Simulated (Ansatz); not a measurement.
# HfH (quartet): the correlation ladder at distance Hf1–H2 = 3.055 Å, def2-TZVP

Aim: climb from Hartree-Fock through coupled cluster and multireference methods for HfH (quartet) at one geometry and basis, and see what each rung misses.

Method: def2-TZVP, core rule «outside noble gas», up to 4 orbitals frozen; program: Ansatz 0.2.0, Gaussian basis.

To be run: UHF; CCSD(T) on ROHF; CCSD(T) on UHF; CISD; CCSDT(Q) on ROHF; CCSDT(Q) on UHF; CASSCF and MRCISD+Q, 5 electrons in 5 orbitals; CASSCF and NEVPT2, 5 electrons in 5 orbitals; Full CI.

33 further runs of the same task are left out: 22 for a known fault of the program, 8 that didn't finish, 3 set aside as unsound or not needed.

## (1) The system

The geometry derives from a PBE0/def2-TZVP stationary point (not a proven minimum). One bond is set to the value named and the two fragments are kept rigid. No spin-orbit coupling is included. Elements past krypton take def2 core potentials.

2 atoms, charge 0, spin multiplicity 4.

Atoms are counted from 1 here; the program's logs count them from 0.

No contacts short enough for the rule that draws bonds.

## (2) UHF

in.yaml reads:

```yaml
crystal:
  periodic: [false, false, false]
  atoms:
    - {symbol: Hf, position_ang: [0.000000, 0.000000, 0.000000]}
    - {symbol: H, position_ang: [0.000000, 0.000000, 3.055000]}
basis:
  gaussian: {orbitals: def2-TZVP}
magnetization: {spin_polarized: true, initial_magnetization: 3}
hamiltonian: {xc: hf}
output: {orbitals: {seedname: orbitals}}
```

Run with:

```sh
$ ansatz run in.yaml --threads 1 --pin off --events-out ev --progress --plain --max-ram 2393MiB
```

Further steps of the session: CCSD(T) on ROHF; CCSD(T) on UHF; CISD; CCSDT(Q) on ROHF; CCSDT(Q) on UHF; CASSCF and MRCISD+Q, 5 electrons in 5 orbitals; CASSCF and NEVPT2, 5 electrons in 5 orbitals; Full CI.

Before running them: what should the planned runs give, taken together? Wanted: FCI below the RHF energy; RMP2 from FCI; UMP2 from FCI; RCCSD from FCI; RCCSD(T) from FCI; UCCSD(T) from FCI; RCCSDT(Q) from FCI; UCCSDT(Q) from FCI; NEVPT2 pair from FCI.

The runs gave:

```
                         quantity                    value
         FCI below the RHF energy               -1.8729 eV
                    RMP2 from FCI               +621.7 meV
                    UMP2 from FCI               +546.0 meV
                   RCCSD from FCI                +85.6 meV
                RCCSD(T) from FCI                 -0.9 meV
                UCCSD(T) from FCI                -72.2 meV
               RCCSDT(Q) from FCI                -45.7 meV
               UCCSDT(Q) from FCI               -114.3 meV
             NEVPT2 pair from FCI               +513.0 meV
           MRCISD+Q pair from FCI               +103.0 meV
levels within 1 kcal/mol (43 meV)  UCCSD, RCCSD(T), RCCSDT
                    T1 diagnostic                    0.062
   effectively unpaired electrons                     3.25
```

**Reading.** RCCSD(T) lands -0.9 meV from the yardstick (0.0 % of the correlation energy). CCSD(T) misses by -0.9 meV on the restricted determinant and by -72.2 meV on the unrestricted one; the two need not hold the same state or core. UCCSD, UCCSD(T), RCCSDT, UCCSDT, RCCSDT(Q), UCCSDT(Q) fall below full CI: unrestricted runs freeze a spin-polarised core, another one than full CI's, and coupled cluster isn't variational. The occupations show some static correlation. Of the multireference levels listed MRCISD+Q pair comes nearest in total energy (+103.0 meV), which doesn't show that its space is the better one. Coupled cluster took another determinant than the lowest Hartree-Fock one. These misses are within one basis, not against nature; the frozen cores of restricted and unrestricted runs differ, which can shift their rows.
